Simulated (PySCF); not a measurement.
**[Dy(NH2)2]+: other functionals and bases at one geometry**

Aim: see how levels, charges and forces of [Dy(NH2)2]+ depend on the level of theory. It is a constructed species; whether it can be made isn't addressed.

Method: several levels, as the steps say, no spin–orbit coupling; program: PySCF 2.14.0.

4 further runs of the same task are left out: 2 for a known fault of the program, 1 that didn't finish, 1 set aside as unsound or not needed.

### Step 1. Where the work starts

7 atoms, charge 1, spin multiplicity 1.

Bond lengths: Dy1–N2 2.088 Å, Dy1–H4 2.787 Å, Dy1–N5 2.090 Å, Dy1–H7 2.796 Å, N2–H3 1.029 Å, N2–H4 1.030 Å, N5–H6 1.030 Å, N5–H7 1.030 Å. Angles: N2–Dy1–H4 18.1°, N2–Dy1–N5 104.7°, N2–Dy1–H7 86.9°, H4–Dy1–N5 86.6°, H4–Dy1–H7 68.8°, N5–Dy1–H7 17.8°, Dy1–N2–H3 131.1°, Dy1–N2–H4 123.0°, H3–N2–H4 105.8°, Dy1–H4–N2 38.9°, Dy1–N5–H6 130.4°, Dy1–N5–H7 123.7°, H6–N5–H7 105.9°, Dy1–H7–N5 38.4°.

Geometry (Å):

```xyz
7
DyH4N2
Dy    1.14755    0.05306   -0.00502
N    -0.12353    0.09906    1.65104
H     0.07889    0.16483    2.65778
H    -1.14970    0.04579    1.57348
N    -0.13020   -0.12216   -1.64922
H     0.08146   -0.19293   -2.65425
H    -1.15663   -0.16460   -1.57381
```

Formal oxidation states: Dy +3. Each metal's 9 4f electrons lie in its core potential, so multiplicities, spins and levels count the valence alone. An earlier session relaxed this geometry at TPSS, Dy lcecp-1-SVP with ECP55, N def2-SVP, H def2-SVP (singlet, point group Cs).

At TPSS on the finer grid: E = -148.753274 Eh, HOMO -10.34 eV, LUMO -7.23 eV, Mulliken charge on Dy1 +1.16 e, largest force component 0.016 eV/Å. 

Levels to run: CAM-B3LYP; BP86; B3LYP; revPBE; TPSS, TZVP. Hardware: 2 threads of AMD EPYC 7R43 (Zen 3), shared host.

### Step 2. CAM-B3LYP

Input file run.py (the lines that set the calculation):

```python
mol = gto.M(atom='''
Dy     1.14755     0.05306    -0.00502
N     -0.12353     0.09906     1.65104
H      0.07889     0.16483     2.65778
H     -1.14970     0.04579     1.57348
N     -0.13020    -0.12216    -1.64922
H      0.08146    -0.19293    -2.65425
H     -1.15663    -0.16460    -1.57381''',
    basis={'Dy': 'lcecp-1-SVP', 'N': 'def2-SVP', 'H': 'def2-SVP'},
    ecp={'Dy': 'lcecp-1-SVP'},
    charge=1, spin=0)
mf = dft.RKS(mol, xc='CAMB3LYP')
mf.grids.atom_grid = (75, 302)  # f atoms: unpruned, at least (60, 302)
mf = mf.density_fit()  # fitting sets: Dy AutoAux, N def2-universal-JKFIT, H def2-universal-JKFIT
mf.conv_tol = 1e-08; mf.max_cycle = 55
mf.kernel(dm0)  # dm0: the density of the relaxed state
```

On the command line:

```
OMP_NUM_THREADS=2 python run.py
```

### Step 3. BP86

Changes to run.py (the lines that set the calculation) since step 2:

```diff
@@ -11,3 +11,3 @@
     charge=1, spin=0)
-mf = dft.RKS(mol, xc='CAMB3LYP')
+mf = dft.RKS(mol, xc='B88,P86')
 mf.grids.atom_grid = (75, 302)  # f atoms: unpruned, at least (60, 302)
```

### Step 4. B3LYP

Changes to run.py (the lines that set the calculation) since step 3:

```diff
@@ -11,3 +11,3 @@
     charge=1, spin=0)
-mf = dft.RKS(mol, xc='B88,P86')
+mf = dft.RKS(mol, xc='B3LYP')
 mf.grids.atom_grid = (75, 302)  # f atoms: unpruned, at least (60, 302)
```

### Step 5. revPBE

Changes to run.py (the lines that set the calculation) since step 4:

```diff
@@ -11,3 +11,3 @@
     charge=1, spin=0)
-mf = dft.RKS(mol, xc='B3LYP')
+mf = dft.RKS(mol, xc='PBE_R,PBE')
 mf.grids.atom_grid = (75, 302)  # f atoms: unpruned, at least (60, 302)
```

### Step 6. TPSS, TZVP

Basis: Dy lcecp-1-TZVP with ECP55, N def2-TZVP, H def2-TZVP. 

Input file run.py (the lines that set the calculation):

```python
mol = gto.M(atom='''
Dy     1.14755     0.05306    -0.00502
N     -0.12353     0.09906     1.65104
H      0.07889     0.16483     2.65778
H     -1.14970     0.04579     1.57348
N     -0.13020    -0.12216    -1.64922
H      0.08146    -0.19293    -2.65425
H     -1.15663    -0.16460    -1.57381''',
    basis={'Dy': 'lcecp-1-TZVP', 'N': 'def2-TZVP', 'H': 'def2-TZVP'},
    ecp={'Dy': 'lcecp-1-TZVP'},
    charge=1, spin=0)
mf = dft.RKS(mol, xc='TPSS')
mf.grids.atom_grid = (75, 302)  # f atoms: unpruned, at least (60, 302)
mf = mf.density_fit()  # fitting sets: Dy AutoAux, N def2-universal-JKFIT, H def2-universal-JKFIT
mf.conv_tol = 1e-08; mf.max_cycle = 55
mf.kernel(dm0)  # dm0: free metal ions and neutral atoms
```

What does the calculation give? Wanted: for each run, HOMO; gap; charge on Dy1; dipole; largest force.

The runs gave:

| level | state | HOMO (eV) | gap (eV) | charge on Dy1 (e) | dipole (D) | largest force (eV/Å) | basis functions | time |
| --- | --- | --- | --- | --- | --- | --- | --- | --- |
| TPSS (relaxed here) | singlet | -10.34 | 3.11 | 1.16 | 2.63 | 0.02 | 81 | 20 s |
| CAM-B3LYP | singlet | -12.95 | 6.87 | 1.20 | 3.08 | 0.40 | 81 | 4.9 s |
| BP86 | singlet | -10.44 | 3.09 | 1.08 | 2.38 | 0.23 | 81 | 4.6 s |
| B3LYP | singlet | -11.36 | 4.25 | 1.17 | 2.80 | 0.22 | 81 | 4 s |
| revPBE | singlet | -10.28 | 2.89 | 1.09 | 2.45 | 0.10 | 81 | 4.6 s |
| TPSS, TZVP | singlet | -10.38 | 3.12 | 1.60 | 2.93 | 0.33 | 133 | 16 s |

Times are on 2 threads of AMD EPYC 7R43 (Zen 3), shared host; the first row also made further properties. The dipole of a charged species depends on the origin, so these sizes hold for this origin alone.

In one basis the HOMO–LUMO gap runs from 2.89 eV (revPBE) to 6.87 eV (CAM-B3LYP). The largest leftover force, 0.40 eV/Å with CAM-B3LYP, stands at a geometry relaxed at another level. The Mulliken charge on Dy spans +1.08 to +1.60 e over the levels. With 4f in the core, its levels are missing from HOMO and gap. Total energies of different levels can't be compared. Spin–orbit coupling is left out throughout.
